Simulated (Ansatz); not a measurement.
# C₃H₄F₄O: basis-set convergence

The task here is to estimate one member of a computed series from the others.

The runs use Ansatz 0.2.0, Gaussian basis; one geometry, several basis sets.

Levels to be run: PBE0-D4/def2-SVP; ωB97M-V/def2-SVP; PBE0-D4/def2-QZVPP; ωB97M-V/def2-QZVPP; the functionals' def2-TZVPP values are taken from earlier runs.

## The relaxed structure

An earlier PBE0-D4 in a triple-zeta def2 set relaxation fixed the geometry.

SMILES `OC(CF)C(F)(F)F`, 12 atoms, charge 0, spin multiplicity 1.

Atoms are counted from 1 here; the program's logs count them from 0.

Bond lengths: O1–C2 1.395 Å, O1–H9 0.964 Å, C2–C3 1.514 Å, C2–C5 1.529 Å, C2–H10 1.095 Å, C3–F4 1.382 Å, C3–H11 1.093 Å, C3–H12 1.092 Å, C5–F6 1.333 Å, C5–F7 1.341 Å, C5–F8 1.336 Å. Angles: C2–O1–H9 107.8°, O1–C2–C3 112.0°, O1–C2–C5 110.4°, O1–C2–H10 107.5°, C3–C2–C5 113.1°, C3–C2–H10 107.9°, C5–C2–H10 105.6°, C2–C3–F4 109.5°, C2–C3–H11 109.0°, C2–C3–H12 111.9°, F4–C3–H11 107.8°, F4–C3–H12 108.6°, H11–C3–H12 110.1°, C2–C5–F6 110.9°, C2–C5–F7 110.8°, C2–C5–F8 112.1°, F6–C5–F7 107.5°, F6–C5–F8 107.6° and more.

Geometry (Å):

```
O    -1.2400   -0.5370    0.9954
C    -0.0937    0.1138    0.5404
C     1.0052   -0.8620    0.1747
F     0.5181   -1.7868   -0.7300
C    -0.4417    1.0765   -0.5949
F    -1.2749    2.0275   -0.1726
F     0.6606    1.6823   -1.0600
F    -1.0279    0.4529   -1.6202
H    -1.4792   -1.2040    0.3419
H     0.2734    0.7429    1.3576
H     1.3122   -1.4035    1.0726
H     1.8649   -0.3576   -0.2710
```

Set-up of the first run:

Contents of in.yaml:

```yaml
crystal:
  periodic: [false, false, false]
  atoms:
    - {symbol: O, position_ang: [-1.240004, -0.537034, 0.995438]}
    - {symbol: C, position_ang: [-0.093672, 0.113835, 0.540430]}
    - {symbol: C, position_ang: [1.005194, -0.862022, 0.174733]}
    - {symbol: F, position_ang: [0.518103, -1.786753, -0.729965]}
    - {symbol: C, position_ang: [-0.441688, 1.076517, -0.594945]}
    - {symbol: F, position_ang: [-1.274882, 2.027542, -0.172596]}
    - {symbol: F, position_ang: [0.660555, 1.682274, -1.059976]}
    - {symbol: F, position_ang: [-1.027942, 0.452893, -1.620155]}
    - {symbol: H, position_ang: [-1.479205, -1.204030, 0.341861]}
    - {symbol: H, position_ang: [0.273426, 0.742898, 1.357572]}
    - {symbol: H, position_ang: [1.312193, -1.403473, 1.072648]}
    - {symbol: H, position_ang: [1.864924, -0.357648, -0.271044]}
basis:
  gaussian: {orbitals: def2-SVP}
hamiltonian: {xc: pbe0, dispersion: d4}
output: {orbitals: {seedname: orbitals}}
```

On the command line:

```
> ansatz run in.yaml --threads 4 --pin off --events-out ev --progress --plain --max-ram 11315MiB
```

Steps of the session up to this table: PBE0-D4 in def2-SVP; ωB97M-V in def2-SVP; PBE0-D4 in def2-QZVPP; ωB97M-V in def2-QZVPP.

One of the session's tables, all rows but one given; the rest of the session is left out.

It belongs to the step «Density functionals: the series». 

```
functional       basis  HOMO (eV)  LUMO (eV)
   PBE0-D4    def2-SVP      -8.66       1.56
   PBE0-D4  def2-TZVPP          ?          ?
   PBE0-D4  def2-QZVPP      -8.94       0.52
   ωB97M-V    def2-SVP     -11.10       3.35
   ωB97M-V  def2-TZVPP     -11.34       2.52
   ωB97M-V  def2-QZVPP     -11.40       1.80
```

**Question.** Estimate the row for PBE0-D4, def2-TZVPP.

As computed: HOMO (eV): -8.89; LUMO (eV): 0.90. In the column «HOMO (eV)» it lies between PBE0-D4, def2-QZVPP (-8.94) and PBE0-D4, def2-SVP (-8.66).
